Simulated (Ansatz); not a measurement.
# B3Au5: the cost of one run

Program: Ansatz 0.2.0. Level of theory: DFT PBE, scalar-relativistic, plane waves, PAW. These are calculated values, not measurements.

## 1. The system as given

Symmetry: F-43m, No. 216, cubic system. The conventional cell has a = 8.030 Å, b = 8.030 Å, c = 8.030 Å, α = 90.00°, β = 90.00°, γ = 90.00°. Around B (site symmetry -43m) lie 4 Au at 1.47 Å. Around B (site symmetry -43m) lie 16 Au at 3.29 to 3.48 Å. B (site symmetry -43m) is surrounded by 4 Au at 2.01 Å. Au (site symmetry 3m) is surrounded by 2 B at 1.47 to 2.01 Å. Au (site symmetry -43m) is surrounded by 12 Au at 3.39 Å and 8 B at 3.48 Å.

Structure file:

```xyz
8
Lattice="0.0000 4.0149 4.0149 4.0149 0.0000 4.0149 4.0149 4.0149 0.0000" Properties=species:S:1:pos:R:3 pbc="T T T"
B     2.0074    2.0074    2.0074
B     4.0149    4.0149    4.0149
B     0.0000    0.0000    0.0000
Au    1.1614    1.1614    1.1614
Au    2.8535    2.8535    1.1614
Au    2.8535    1.1614    2.8535
Au    1.1614    2.8535    2.8535
Au    6.0223    6.0223    6.0223
```

Recipe of the guess: random cell by space group and Wyckoff sites (F-43m, No. 216). The dimensions are guesses.

## 2. A first look at the guess

input.yaml reads:

```yaml
crystal:
  lattice:
    - [0.0, 4.01489606, 4.01489606]
    - [4.01489606, 0.0, 4.01489606]
    - [4.01489606, 4.01489606, 0.0]
  atoms:
    - { symbol: B, position: [0.25, 0.25, 0.25] }
    - { symbol: B, position: [0.5, 0.5, 0.5] }
    - { symbol: B, position: [0.0, 0.0, 0.0] }
    - { symbol: Au, position: [0.14463188, 0.14463188, 0.14463188] }
    - { symbol: Au, position: [0.14463188, 0.14463188, 0.56610437] }
    - { symbol: Au, position: [0.14463188, 0.56610437, 0.14463188] }
    - { symbol: Au, position: [0.56610437, 0.14463188, 0.14463188] }
    - { symbol: Au, position: [0.75, 0.75, 0.75] }
basis:
  ecutwfc: 420
kpoints:
  mp_grid: { grid: [4, 4, 4] }
hamiltonian:
  xc: pbe
scf:
  occupations: { method: gaussian, width: 0.1 }
  lower_state_search: "off"
output:
  forces: true
  stress: true
  eigenvalues: true
```

Launch:

```sh
$ ansatz run input.yaml --threads 1 --pin off --max-ram 2560MiB --backend cpu --events-out ev --progress --plain --runs-dir out
```

What time and memory should one allow on 1 thread of Intel Xeon Platinum 8488C (Sapphire Rapids), shared host?

About 2.9 s, with a peak of 0.41 GiB.
